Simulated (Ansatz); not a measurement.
# C3H12AlN: how energies converge with the basis set

An exercise on one series of results from a longer session: the logs are not shown, and one member is left open.

Method: one geometry, several basis sets; program: Ansatz 0.2.0, Gaussian basis.

Levels to be run: PBE0-D4/def2-SVP; ωB97M-V/def2-SVP; PBE0-D4/def2-QZVPP; ωB97M-V/def2-QZVPP; the functionals' def2-TZVPP values are taken from earlier runs.

## The geometry

An earlier PBE0-D4 in a triple-zeta def2 set relaxation fixed the geometry.

SMILES `C[N+](C)(C)[AlH3-]`, 17 atoms, charge 0, spin multiplicity 1.

Atoms are counted from 1 here; the program's logs count them from 0.

Bond lengths: C1–N2 1.467 Å, C1–H6 1.090 Å, C1–H7 1.096 Å, C1–H8 1.090 Å, N2–C3 1.467 Å, N2–C4 1.467 Å, N2–Al5 2.053 Å, C3–H9 1.090 Å, C3–H10 1.090 Å, C3–H11 1.096 Å, C4–H12 1.090 Å, C4–H13 1.096 Å, C4–H14 1.090 Å, Al5–H15 1.606 Å, Al5–H16 1.606 Å, Al5–H17 1.606 Å. Angles: N2–C1–H6 109.2°, N2–C1–H7 110.6°, N2–C1–H8 109.2°, H6–C1–H7 109.5°, H6–C1–H8 108.7°, H7–C1–H8 109.5°, C1–N2–C3 110.1°, C1–N2–C4 110.1°, C1–N2–Al5 108.8°, C3–N2–C4 110.1°, C3–N2–Al5 108.8°, C4–N2–Al5 108.8°, N2–C3–H9 109.2°, N2–C3–H10 109.2°, N2–C3–H11 110.6°, H9–C3–H10 108.7°, H9–C3–H11 109.5°, H10–C3–H11 109.5° and more.

The first run:

File in.yaml:

```yaml
crystal:
  periodic: [false, false, false]
  atoms:
    - {symbol: C, position_ang: [-0.400214, 0.337272, -1.422141]}
    - {symbol: N, position_ang: [0.091107, -0.040811, -0.092565]}
    - {symbol: C, position_ang: [1.372655, 0.619582, 0.178848]}
    - {symbol: C, position_ang: [0.245611, -1.497136, -0.006589]}
    - {symbol: Al, position_ang: [-1.276308, 0.564004, 1.314652]}
    - {symbol: H, position_ang: [-0.533403, 1.418464, -1.461684]}
    - {symbol: H, position_ang: [0.308796, 0.027635, -2.198643]}
    - {symbol: H, position_ang: [-1.363899, -0.140844, -1.598204]}
    - {symbol: H, position_ang: [1.711496, 0.348786, 1.178911]}
    - {symbol: H, position_ang: [1.236085, 1.700231, 0.136146]}
    - {symbol: H, position_ang: [2.126746, 0.317107, -0.556948]}
    - {symbol: H, position_ang: [0.586453, -1.763672, 0.993941]}
    - {symbol: H, position_ang: [0.971398, -1.853142, -0.746881]}
    - {symbol: H, position_ang: [-0.719105, -1.971965, -0.185852]}
    - {symbol: H, position_ang: [-1.275886, 2.145312, 1.035027]}
    - {symbol: H, position_ang: [-2.559999, -0.266697, 0.823943]}
    - {symbol: H, position_ang: [-0.540329, 0.055472, 2.648239]}
basis:
  gaussian: {orbitals: def2-SVP}
hamiltonian: {xc: pbe0, dispersion: d4}
output: {orbitals: {seedname: orbitals}}
```

Launch:

```console
> ansatz run in.yaml --threads 4 --pin off --events-out ev --progress --plain --max-ram 11315MiB
```

Steps of the session up to this table: PBE0-D4 in def2-SVP; ωB97M-V in def2-SVP; PBE0-D4 in def2-QZVPP; ωB97M-V in def2-QZVPP.

One of the session's tables, all rows but one given; the rest of the session is left out.

It belongs to the step «Functionals by basis». 

```
functional       basis  HOMO (eV)  LUMO (eV)
   PBE0-D4    def2-SVP      -7.29       0.71
   PBE0-D4  def2-TZVPP      -7.35       0.39
   PBE0-D4  def2-QZVPP      -7.36       0.12
   ωB97M-V    def2-SVP          ?          ?
   ωB97M-V  def2-TZVPP      -9.60       1.91
   ωB97M-V  def2-QZVPP      -9.61       1.29
```

Q: Estimate the row for ωB97M-V, def2-SVP from the others.

As computed: HOMO (eV): -9.49; LUMO (eV): 2.40. In the column «HOMO (eV)» it lies between ωB97M-V, def2-TZVPP (-9.60) and PBE0-D4, def2-QZVPP (-7.36).
